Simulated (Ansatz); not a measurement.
**TiSb2: properties at the relaxed cell**

One table from this session's results is given with a row withheld; the runs are named, their logs left out.

Program: Ansatz 0.2.0. Level of theory: DFT PBEsol, scalar-relativistic, plane waves, PAW. These are calculated values, not measurements.

1 further run of the same task is left out (set aside as unsound or not needed).

## The system as given

It takes space group I4/mcm (No. 140, tetragonal). Conventional cell: a = 6.635 Å, b = 6.635 Å, c = 5.714 Å, α = 90.00°, β = 90.00°, γ = 90.00°. Ti (site symmetry 422) is surrounded by 2 Ti at 2.86 Å and 8 Sb at 2.89 Å. Around Sb (site symmetry m2m) lie 1 Sb at 2.87 Å and 4 Ti at 2.89 Å.

As a file:

```cif
data_structure
_symmetry_space_group_name_H-M 'P 1'
_symmetry_Int_Tables_number 1
_cell_length_a 5.4931
_cell_length_b 5.4931
_cell_length_c 5.4931
_cell_angle_alpha 105.693
_cell_angle_beta 105.693
_cell_angle_gamma 117.324
_cell_volume 125.78
loop_
_atom_site_label
_atom_site_type_symbol
_atom_site_fract_x
_atom_site_fract_y
_atom_site_fract_z
_atom_site_occupancy
Ti1 Ti 0.25000 0.25000 0.00000 1
Ti2 Ti 0.75000 0.75000 0.00000 1
Sb1 Sb 0.65302 0.15302 0.80605 1
Sb2 Sb 0.15302 0.34698 0.50000 1
Sb3 Sb 0.34698 0.84698 0.19395 1
Sb4 Sb 0.84698 0.65302 0.50000 1
```

It is the result of an earlier relaxation at this level (volume 20.96 Å³/atom; gap on the mesh: none (metal)).

Set-up of the first run:

input.yaml reads:

```yaml
crystal:
  lattice:
    - [-3.3175711963, 3.3175711963, 2.8569004999]
    - [3.3175711963, -3.3175711963, 2.8569004999]
    - [3.3175711963, 3.3175711963, -2.8569004999]
  atoms:
    - { symbol: Ti, position: [0.25, 0.25, 0.0] }
    - { symbol: Ti, position: [0.75, 0.75, 0.0] }
    - { symbol: Sb, position: [0.6530229855, 0.1530229855, 0.8060459711] }
    - { symbol: Sb, position: [0.1530229855, 0.3469770145, 0.5] }
    - { symbol: Sb, position: [0.3469770145, 0.8469770145, 0.1939540289] }
    - { symbol: Sb, position: [0.8469770145, 0.6530229855, 0.5] }
basis:
  ecutwfc: 420
kpoints:
  mp_grid: { grid: [8, 8, 8] }
  band_path:
    path:
      - [[0.0, 0.0, 0.0], [0.0, 0.0, 0.5], [-0.5, 0.5, 0.5], [0.0, 0.0, 0.0], [0.43539146, 0.43539146, -0.43539146]]
      - [[-0.43539146, 0.56460854, 0.43539146], [-0.5, 0.5, 0.5]]
      - [[0.0, 0.0, 0.5], [0.25, 0.25, 0.25], [0.0, 0.5, 0.0], [0.0, 0.0, 0.0]]
    npoints: 14
hamiltonian:
  xc: pbesol
scf:
  occupations: { method: gaussian, width: 0.1 }
  n_extra_bands: 15
output:
  forces: true
  stress: true
  eigenvalues: true
  populations: true
  dos: { projected: true, de: 0.02, nscf_kmesh: { grid: [12, 12, 12] } }
  bader: true
  write_density: true
  write_potential: true
  elf: true
  volumetric_format: npy
```

Run with:

```sh
ansatz run input.yaml --threads 2 --pin off --max-ram 5120MiB --backend cpu --events-out ev --progress --plain --runs-dir out
```

Steps of the session up to this table: Static run: bands, density of states and charges; The cell scaled to 0.97 of its volume; The cell scaled to 1.03 of its volume; The cell scaled to 0.94 of its volume; Volume × 1.06.

One of the session's tables, all rows but one given; the rest of the session is left out.

It belongs to the step «Equation of state». 

```
volume (Å³/atom)  energy above the lowest point (meV/atom)  pressure (GPa)
          19.705                                      26.1            7.04
          20.334                                         ?               ?
          20.963                                       0.0           -0.01
          21.591                                       5.5           -2.74
          22.220                                      20.9           -5.05
```

Estimate the missing values for volume (Å³/atom) = 20.334.

Worked estimate for «energy above the lowest point (meV/atom)». A straight line through the neighbours (19.705, 26.1) and (20.963, 0.0) gives 26.1 + (0.0 − 26.1) × (20.334 − 19.705) / (20.963 − 19.705) = 13.0; a parabola fitted to 3 rows on both sides gives 6.9.

**Answer.** energy above the lowest point (meV/atom): 6.1; pressure (GPa): 3.22. In «energy above the lowest point (meV/atom)» the line misses by +6.9 and the parabola by +0.8.
